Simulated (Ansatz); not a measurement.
# Cu+ with F−: interaction against distance, part 1 of 3

Aim: pull the two fragments apart and push them together, rigidly along the line between their mean positions, and follow the counterpoise interaction energy.

Program: Ansatz 0.2.0, Gaussian basis. Level of theory: single points in def2-TZVPPD, with counterpoise. These are calculated values, not measurements.

Correlated methods freeze the cores. The 3s and 3p shells of Cu and Zn are frozen; filled d shells are correlated. B3LYP uses VWN-RPA correlation.

27 further runs of the same task are left out: 27 set aside as unsound or not needed.

**1. The starting structure**

The relaxed pair: 2 atoms, charge 0, spin multiplicity 1.

Atoms are counted from 1 here; the program's logs count them from 0.

Bond lengths: Cu1–F2 1.765 Å.

Geometry (Å):

```xyz
2
CuF
Cu    0.0000    0.0000   -0.8824
F     0.0000    0.0000    0.8824
```

Atoms 1 to 1 are fragment A, the rest fragment B. The contact Cu1–F2 is 1.76 Å. Interaction at this geometry, from earlier runs: PBE-D4 -203.99, r2SCAN-D4 -205.85, PBE0-D4 -195.94, B3LYP-D4 -196.92, wB97M-V -193.18, Hartree-Fock -173.76, MP2 -188.59, CCSD -185.26, CCSD(T) -187.24 kcal/mol. Each point needs the pair (ab) and both fragments with ghost atoms (a, b).

**2. B moved by -0.18 Å, wB97M-V/def2-TZVPPD**

Contents of ab/in.yaml:

```yaml
crystal:
  periodic: [false, false, false]
  atoms:
    - {symbol: Cu, position_ang: [-0.000000, -0.000000, -0.882397]}
    - {symbol: F, position_ang: [0.000000, 0.000000, 0.705918]}
basis:
  gaussian: {orbitals: "def2-TZVPPD.json"}
hamiltonian: {xc: {name: wB97M-V}}
```

Contents of a/in.yaml:

```yaml
crystal:
  periodic: [false, false, false]
  atoms:
    - {symbol: Cu, position_ang: [-0.000000, -0.000000, -0.882397]}
basis:
  gaussian:
    orbitals: "def2-TZVPPD.json"
    ghost_atoms:
      - {symbol: F, position_ang: [0.000000, 0.000000, 0.705918]}
total_charge: 1
hamiltonian: {xc: {name: wB97M-V}}
```

Contents of b/in.yaml:

```yaml
crystal:
  periodic: [false, false, false]
  atoms:
    - {symbol: F, position_ang: [0.000000, 0.000000, 0.705918]}
basis:
  gaussian:
    orbitals: "def2-TZVPPD.json"
    ghost_atoms:
      - {symbol: Cu, position_ang: [-0.000000, -0.000000, -0.882397]}
total_charge: -1
hamiltonian: {xc: {name: wB97M-V}}
```

The basis file named in the input lies beside it (Basis Set Exchange, JSON).

The same command starts each run, in its folder.

Run with:

```console
$ ansatz run in.yaml --threads 2 --pin off --events-out ev --progress --plain --max-ram 5222MiB
```

Log of ab (excerpt; [...] marks lines left out):

```text
Functional definition: wB97M-V
  name "wB97M-V"
  cite "Mardirossian & Head-Gordon, J. Chem. Phys. 144, 214110 (2016) doi:10.1063/1.4952647"
  cite "Becke, J. Chem. Phys. 107, 8554 (1997) doi:10.1063/1.475007"
  cite "Vydrov & Van Voorhis, J. Chem. Phys. 133, 244103 (2010) doi:10.1063/1.3521275"
  # Of w^i u^j: cxij and so on, Table III.
[...]
  gx(w, u) = 1 - cx + cx01*u + cx10*w
  gss(w, u) = css00 + css04*u^4 + css10*w + css20*w^2 + css43*w^4*u^3
  gos(w, u) = cos00 + cos10*w + (cos20 + cos21*u)*w^2 + (cos60 + cos61*u)*w^6
[...]
      + integral(e_c_pw_mod_opposite_spin*gos(b97_w_opposite, b97_u_opposite)) + vv10(b, c)
750 factors; their error is unknown
128 factors; integrals over basis functions are off by at most 6.1e-5 eV
[...]
mean field -47355.45616355 eV, -1740.2809153293 hartree, gradient 2.1e-5 eV, S^2 0.000000; 0 other end points of the search recorded, 0 dependent functions left out
reference -47355.45620772 eV, -1740.2809169525 hartree; 19, 19 occupied and 88, 88 virtual orbitals, 750 factors
Total energy: -47355.45620772 eV, -1740.2809169525 hartree
```

a printed (excerpt; [...] marks lines left out):

```text
[... 5 set-up lines as earlier in the session ...]
  # Of w^i u^j: cxij and so on, Table III.
[...]
  gx(w, u) = 1 - cx + cx01*u + cx10*w
[...]
      + integral(e_c_pw_mod_opposite_spin*gos(b97_w_opposite, b97_u_opposite)) + vv10(b, c)
745 factors; their error is unknown
127 factors; integrals over basis functions are off by at most 5.6e-5 eV
[...]
mean field -44629.94003950 eV, -1640.1200451919 hartree, gradient 4.6e-5 eV, S^2 0.000000; 0 other end points of the search recorded, 0 dependent functions left out
reference -44629.94007769 eV, -1640.1200465952 hartree; 14, 14 occupied and 93, 93 virtual orbitals, 745 factors
Total energy: -44629.94007769 eV, -1640.1200465952 hartree
```

Output in b (excerpt; [...] marks lines left out):

```text
[... 5 set-up lines as earlier in the session ...]
  # Of w^i u^j: cxij and so on, Table III.
[...]
  gx(w, u) = 1 - cx + cx01*u + cx10*w
[...]
      + integral(e_c_pw_mod_opposite_spin*gos(b97_w_opposite, b97_u_opposite)) + vv10(b, c)
629 factors; their error is unknown
103 factors; integrals over basis functions are off by at most 1.1e-4 eV
[...]
mean field -2717.60344148 eV, -99.8700844165 hartree, gradient 7.0e-5 eV, S^2 0.000000; 0 other end points of the search recorded, 0 dependent functions left out
reference -2717.60348775 eV, -99.8700861169 hartree; 5, 5 occupied and 102, 102 virtual orbitals, 629 factors
Total energy: -2717.60348775 eV, -99.8700861169 hartree
```

Times: 2.4 s (ab), 1.8 s (a), 1.3 s (b) on 2 threads of Intel Xeon 6975P-C, shared host.

This point gives -182.47 kcal/mol.

**3. B moved by -0.18 Å, CCSD(T)/def2-TZVPPD**

Changes to ab/in.yaml since step 2:

```diff
@@ -7,2 +7,2 @@
   gaussian: {orbitals: "def2-TZVPPD.json"}
-hamiltonian: {xc: {name: wB97M-V}}
+correlation: {method: ccsd_t, frozen_orbitals: {Cu: 9, F: 1}}
```

Changes to a/in.yaml since step 2:

```diff
@@ -10,2 +10,2 @@
 total_charge: 1
-hamiltonian: {xc: {name: wB97M-V}}
+correlation: {method: ccsd_t, frozen_orbitals: {Cu: 9, F: 1}}
```

Changes to b/in.yaml since step 2:

```diff
@@ -10,2 +10,2 @@
 total_charge: -1
-hamiltonian: {xc: {name: wB97M-V}}
+correlation: {method: ccsd_t}
```

One command serves all of them, each in its own folder.

Run with:

```console
$ ansatz run in.yaml --threads 2 --pin off --events-out ev --progress --plain --max-ram 5222MiB
```

Log of ab (excerpt; [...] marks lines left out):

```text
Functional definition: HF
  name "HF"
  cite "Fock, Z. Phys. 61, 126 (1930) doi:10.1007/BF01340294"
  parent pbe
[...]
734 factors; integrals over basis functions are off by at most 8.9e-4 eV
[...]
mean field -47304.12322280 eV, -1738.3944645515 hartree, gradient 2.4e-6 eV, S^2 0.000000; 0 other end points of the search recorded, 0 dependent functions left out
10 core orbitals not correlated: weight in the atoms' cores, before any rotation towards them, 1.000 or more for the frozen orbitals, at most 0.000 for the correlated occupied ones
reference -47304.12322280 eV, -1738.3944645515 hartree; 9, 9 occupied and 88, 88 virtual orbitals, 734 factors
second order -21.07555678 eV of doubles, -0.00000000 eV of singles
cycle   1  -17.97370943 eV  change     3.1e0 eV  update   2.0e-1
[...]
cycle  16  -19.09429882 eV  change   -4.5e-7 eV  update   4.7e-6
perturbative correction -0.73659560 eV, -0.0270693890 hartree
Total energy: -47323.95411722 eV, -1739.1232364797 hartree
```

Log of a (excerpt; [...] marks lines left out):

```text
[... 4 set-up lines as earlier in the session ...]
[...]
729 factors; integrals over basis functions are off by at most 8.9e-4 eV
[...]
mean field -44590.94713911 eV, -1638.6870825328 hartree, gradient 1.8e-6 eV, S^2 0.000000; 0 other end points of the search recorded, 0 dependent functions left out
9 core orbitals not correlated: weight in the atoms' cores, before any rotation towards them, 1.000 or more for the frozen orbitals, at most 0.000 for the correlated occupied ones
reference -44590.94713911 eV, -1638.6870825328 hartree; 5, 5 occupied and 93, 93 virtual orbitals, 729 factors
second order -12.27311132 eV of doubles, -0.00000000 eV of singles
cycle   1  -10.17521286 eV  change     2.1e0 eV  update   1.1e-1
[...]
cycle  11  -10.71005469 eV  change   -6.4e-6 eV  update   4.0e-6
perturbative correction -0.36290097 eV, -0.0133363648 hartree
Total energy: -44602.02009477 eV, -1639.0940061478 hartree
```

b printed (excerpt; [...] marks lines left out):

```text
[... 4 set-up lines as earlier in the session ...]
[...]
712 factors; integrals over basis functions are off by at most 8.9e-4 eV
[...]
mean field -2706.33222482 eV, -99.4558748442 hartree, gradient 3.0e-6 eV, S^2 0.000000; 0 other end points of the search recorded, 0 dependent functions left out
1 core orbitals not correlated: weight in the atoms' cores, before any rotation towards them, 1.000 or more for the frozen orbitals, at most 0.000 for the correlated occupied ones
reference -2706.33222482 eV, -99.4558748442 hartree; 4, 4 occupied and 102, 102 virtual orbitals, 712 factors
second order -7.85158931 eV of doubles, -0.00000000 eV of singles
cycle   1  -7.44989892 eV  change    4.0e-1 eV  update   9.8e-2
[...]
cycle  13  -7.69552017 eV  change    4.6e-6 eV  update   3.6e-6
perturbative correction -0.26236067 eV, -0.0096415769 hartree
Total energy: -2714.29010566 eV, -99.7483215712 hartree
```

Wall times: 2.2 s (ab), 2.2 s (a), 1.5 s (b) on 2 threads of Intel Xeon 6975P-C, shared host; peak memory 0.41 GiB.

This point gives -176.27 kcal/mol.

**4. B moved by -0.09 Å, wB97M-V/def2-TZVPPD**

Contents of ab/in.yaml:

```yaml
crystal:
  periodic: [false, false, false]
  atoms:
    - {symbol: Cu, position_ang: [-0.000000, -0.000000, -0.882397]}
    - {symbol: F, position_ang: [0.000000, 0.000000, 0.794158]}
basis:
  gaussian: {orbitals: "def2-TZVPPD.json"}
hamiltonian: {xc: {name: wB97M-V}}
```

Contents of a/in.yaml:

```yaml
crystal:
  periodic: [false, false, false]
  atoms:
    - {symbol: Cu, position_ang: [-0.000000, -0.000000, -0.882397]}
basis:
  gaussian:
    orbitals: "def2-TZVPPD.json"
    ghost_atoms:
      - {symbol: F, position_ang: [0.000000, 0.000000, 0.794158]}
total_charge: 1
hamiltonian: {xc: {name: wB97M-V}}
```

Contents of b/in.yaml:

```yaml
crystal:
  periodic: [false, false, false]
  atoms:
    - {symbol: F, position_ang: [0.000000, 0.000000, 0.794158]}
basis:
  gaussian:
    orbitals: "def2-TZVPPD.json"
    ghost_atoms:
      - {symbol: Cu, position_ang: [-0.000000, -0.000000, -0.882397]}
total_charge: -1
hamiltonian: {xc: {name: wB97M-V}}
```

Each run has its own folder and the same command.

Run with:

```console
$ ansatz run in.yaml --threads 2 --pin off --events-out ev --progress --plain --max-ram 5222MiB
```

Log of ab (excerpt; [...] marks lines left out):

```text
[... 5 set-up lines as earlier in the session ...]
  # Of w^i u^j: cxij and so on, Table III.
[...]
  gx(w, u) = 1 - cx + cx01*u + cx10*w
[...]
      + integral(e_c_pw_mod_opposite_spin*gos(b97_w_opposite, b97_u_opposite)) + vv10(b, c)
750 factors; their error is unknown
128 factors; integrals over basis functions are off by at most 6.3e-5 eV
[...]
mean field -47355.81218412 eV, -1740.2939988440 hartree, gradient 3.5e-5 eV, S^2 0.000000; 0 other end points of the search recorded, 0 dependent functions left out
reference -47355.81222803 eV, -1740.2940004576 hartree; 19, 19 occupied and 88, 88 virtual orbitals, 750 factors
Total energy: -47355.81222803 eV, -1740.2940004576 hartree
```

a printed (excerpt; [...] marks lines left out):

```text
[... 5 set-up lines as earlier in the session ...]
  # Of w^i u^j: cxij and so on, Table III.
[...]
  gx(w, u) = 1 - cx + cx01*u + cx10*w
[...]
      + integral(e_c_pw_mod_opposite_spin*gos(b97_w_opposite, b97_u_opposite)) + vv10(b, c)
745 factors; their error is unknown
127 factors; integrals over basis functions are off by at most 6.1e-5 eV
[...]
mean field -44629.93765619 eV, -1640.1199576067 hartree, gradient 1.0e-5 eV, S^2 0.000000; 0 other end points of the search recorded, 0 dependent functions left out
reference -44629.93769492 eV, -1640.1199590302 hartree; 14, 14 occupied and 93, 93 virtual orbitals, 745 factors
Total energy: -44629.93769492 eV, -1640.1199590302 hartree
```

Output in b (excerpt; [...] marks lines left out):

```text
[... 5 set-up lines as earlier in the session ...]
  # Of w^i u^j: cxij and so on, Table III.
[...]
  gx(w, u) = 1 - cx + cx01*u + cx10*w
[...]
      + integral(e_c_pw_mod_opposite_spin*gos(b97_w_opposite, b97_u_opposite)) + vv10(b, c)
629 factors; their error is unknown
103 factors; integrals over basis functions are off by at most 1.1e-4 eV
[...]
mean field -2717.60333431 eV, -99.8700804780 hartree, gradient 6.7e-5 eV, S^2 0.000000; 0 other end points of the search recorded, 0 dependent functions left out
reference -2717.60338125 eV, -99.8700822031 hartree; 5, 5 occupied and 102, 102 virtual orbitals, 629 factors
Total energy: -2717.60338125 eV, -99.8700822031 hartree
```

Times: 2.2 s (ab), 1.9 s (a), 1.4 s (b) on 2 threads of Intel Xeon 6975P-C, shared host.

This point gives -190.74 kcal/mol.

**5. B moved by -0.09 Å, CCSD(T)/def2-TZVPPD**

Changes to ab/in.yaml since step 4:

```diff
@@ -7,2 +7,2 @@
   gaussian: {orbitals: "def2-TZVPPD.json"}
-hamiltonian: {xc: {name: wB97M-V}}
+correlation: {method: ccsd_t, frozen_orbitals: {Cu: 9, F: 1}}
```

Changes to a/in.yaml since step 4:

```diff
@@ -10,2 +10,2 @@
 total_charge: 1
-hamiltonian: {xc: {name: wB97M-V}}
+correlation: {method: ccsd_t, frozen_orbitals: {Cu: 9, F: 1}}
```

Changes to b/in.yaml since step 4:

```diff
@@ -10,2 +10,2 @@
 total_charge: -1
-hamiltonian: {xc: {name: wB97M-V}}
+correlation: {method: ccsd_t}
```

Each run has its own folder and the same command.

Run with:

```console
$ ansatz run in.yaml --threads 2 --pin off --events-out ev --progress --plain --max-ram 5222MiB
```

Output in ab (excerpt; [...] marks lines left out):

```text
[... 4 set-up lines as earlier in the session ...]
[...]
729 factors; integrals over basis functions are off by at most 1.7e-3 eV
[...]
mean field -47304.60640902 eV, -1738.4122213175 hartree, gradient 6.4e-6 eV, S^2 0.000000; 0 other end points of the search recorded, 0 dependent functions left out
10 core orbitals not correlated: weight in the atoms' cores, before any rotation towards them, 1.000 or more for the frozen orbitals, at most 0.000 for the correlated occupied ones
reference -47304.60640902 eV, -1738.4122213175 hartree; 9, 9 occupied and 88, 88 virtual orbitals, 729 factors
second order -20.88479230 eV of doubles, -0.00000000 eV of singles
cycle   1  -17.91046491 eV  change     3.0e0 eV  update   1.9e-1
[...]
cycle  15  -18.97414067 eV  change    1.8e-5 eV  update   9.6e-6
perturbative correction -0.71896534 eV, -0.0264214890 hartree
Total energy: -47324.29951503 eV, -1739.1359296149 hartree
```

Log of a (excerpt; [...] marks lines left out):

```text
[... 4 set-up lines as earlier in the session ...]
[...]
724 factors; integrals over basis functions are off by at most 1.7e-3 eV
[...]
mean field -44590.94525851 eV, -1638.6870134222 hartree, gradient 1.6e-6 eV, S^2 0.000000; 0 other end points of the search recorded, 0 dependent functions left out
9 core orbitals not correlated: weight in the atoms' cores, before any rotation towards them, 1.000 or more for the frozen orbitals, at most 0.000 for the correlated occupied ones
reference -44590.94525851 eV, -1638.6870134222 hartree; 5, 5 occupied and 93, 93 virtual orbitals, 724 factors
second order -12.26645483 eV of doubles, -0.00000000 eV of singles
cycle   1  -10.17056306 eV  change     2.1e0 eV  update   1.1e-1
[...]
cycle  11  -10.70432912 eV  change   -6.5e-6 eV  update   3.6e-6
perturbative correction -0.36095267 eV, -0.0132647661 hartree
Total energy: -44602.01054031 eV, -1639.0936550279 hartree
```

b printed (excerpt; [...] marks lines left out):

```text
[... 4 set-up lines as earlier in the session ...]
[...]
707 factors; integrals over basis functions are off by at most 1.7e-3 eV
[...]
mean field -2706.33209606 eV, -99.4558701122 hartree, gradient 7.1e-7 eV, S^2 0.000000; 0 other end points of the search recorded, 0 dependent functions left out
1 core orbitals not correlated: weight in the atoms' cores, before any rotation towards them, 1.000 or more for the frozen orbitals, at most 0.000 for the correlated occupied ones
reference -2706.33209606 eV, -99.4558701122 hartree; 4, 4 occupied and 102, 102 virtual orbitals, 707 factors
second order -7.84476107 eV of doubles, -0.00000000 eV of singles
cycle   1  -7.44390989 eV  change    4.0e-1 eV  update   9.8e-2
[...]
cycle  13  -7.68939345 eV  change    4.9e-6 eV  update   3.7e-6
perturbative correction -0.26178855 eV, -0.0096205516 hartree
Total energy: -2714.28327805 eV, -99.7480706609 hartree
```

They took 2 s (ab), 2.6 s (a), 1.4 s (b) on 2 threads of Intel Xeon 6975P-C, shared host; peak memory 0.4 GiB.

This point gives -184.62 kcal/mol.

**6. B moved by +0.09 Å, wB97M-V/def2-TZVPPD**

Contents of ab/in.yaml:

```yaml
crystal:
  periodic: [false, false, false]
  atoms:
    - {symbol: Cu, position_ang: [-0.000000, -0.000000, -0.882397]}
    - {symbol: F, position_ang: [0.000000, 0.000000, 0.970637]}
basis:
  gaussian: {orbitals: "def2-TZVPPD.json"}
hamiltonian: {xc: {name: wB97M-V}}
```

Contents of a/in.yaml:

```yaml
crystal:
  periodic: [false, false, false]
  atoms:
    - {symbol: Cu, position_ang: [-0.000000, -0.000000, -0.882397]}
basis:
  gaussian:
    orbitals: "def2-TZVPPD.json"
    ghost_atoms:
      - {symbol: F, position_ang: [0.000000, 0.000000, 0.970637]}
total_charge: 1
hamiltonian: {xc: {name: wB97M-V}}
```

Contents of b/in.yaml:

```yaml
crystal:
  periodic: [false, false, false]
  atoms:
    - {symbol: F, position_ang: [0.000000, 0.000000, 0.970637]}
basis:
  gaussian:
    orbitals: "def2-TZVPPD.json"
    ghost_atoms:
      - {symbol: Cu, position_ang: [-0.000000, -0.000000, -0.882397]}
total_charge: -1
hamiltonian: {xc: {name: wB97M-V}}
```

The same command starts each run, in its folder.

Run with:

```console
$ ansatz run in.yaml --threads 2 --pin off --events-out ev --progress --plain --max-ram 5222MiB
```

Output in ab (excerpt; [...] marks lines left out):

```text
[... 5 set-up lines as earlier in the session ...]
  # Of w^i u^j: cxij and so on, Table III.
[...]
  gx(w, u) = 1 - cx + cx01*u + cx10*w
[...]
      + integral(e_c_pw_mod_opposite_spin*gos(b97_w_opposite, b97_u_opposite)) + vv10(b, c)
750 factors; their error is unknown
127 factors; integrals over basis functions are off by at most 6.6e-5 eV
[...]
mean field -47355.86354662 eV, -1740.2958863812 hartree, gradient 1.8e-5 eV, S^2 0.000000; 0 other end points of the search recorded, 0 dependent functions left out
reference -47355.86358997 eV, -1740.2958879743 hartree; 19, 19 occupied and 88, 88 virtual orbitals, 750 factors
Total energy: -47355.86358997 eV, -1740.2958879743 hartree
```

Log of a (excerpt; [...] marks lines left out):

```text
[... 5 set-up lines as earlier in the session ...]
  # Of w^i u^j: cxij and so on, Table III.
[...]
  gx(w, u) = 1 - cx + cx01*u + cx10*w
[...]
      + integral(e_c_pw_mod_opposite_spin*gos(b97_w_opposite, b97_u_opposite)) + vv10(b, c)
745 factors; their error is unknown
127 factors; integrals over basis functions are off by at most 6.8e-5 eV
[...]
mean field -44629.93391572 eV, -1640.1198201468 hartree, gradient 1.3e-5 eV, S^2 0.000000; 0 other end points of the search recorded, 0 dependent functions left out
reference -44629.93395523 eV, -1640.1198215991 hartree; 14, 14 occupied and 93, 93 virtual orbitals, 745 factors
Total energy: -44629.93395523 eV, -1640.1198215991 hartree
```

b printed (excerpt; [...] marks lines left out):

```text
[... 5 set-up lines as earlier in the session ...]
  # Of w^i u^j: cxij and so on, Table III.
[...]
  gx(w, u) = 1 - cx + cx01*u + cx10*w
[...]
      + integral(e_c_pw_mod_opposite_spin*gos(b97_w_opposite, b97_u_opposite)) + vv10(b, c)
629 factors; their error is unknown
103 factors; integrals over basis functions are off by at most 1.1e-4 eV
[...]
mean field -2717.60322880 eV, -99.8700766008 hartree, gradient 5.2e-5 eV, S^2 0.000000; 0 other end points of the search recorded, 0 dependent functions left out
reference -2717.60327700 eV, -99.8700783721 hartree; 5, 5 occupied and 102, 102 virtual orbitals, 629 factors
Total energy: -2717.60327700 eV, -99.8700783721 hartree
```

Wall times: 2.1 s (ab), 1.7 s (a), 1.8 s (b) on 2 threads of Intel Xeon 6975P-C, shared host.

Interaction: -192.01 kcal/mol.

(Continued in part 2 of 3.)
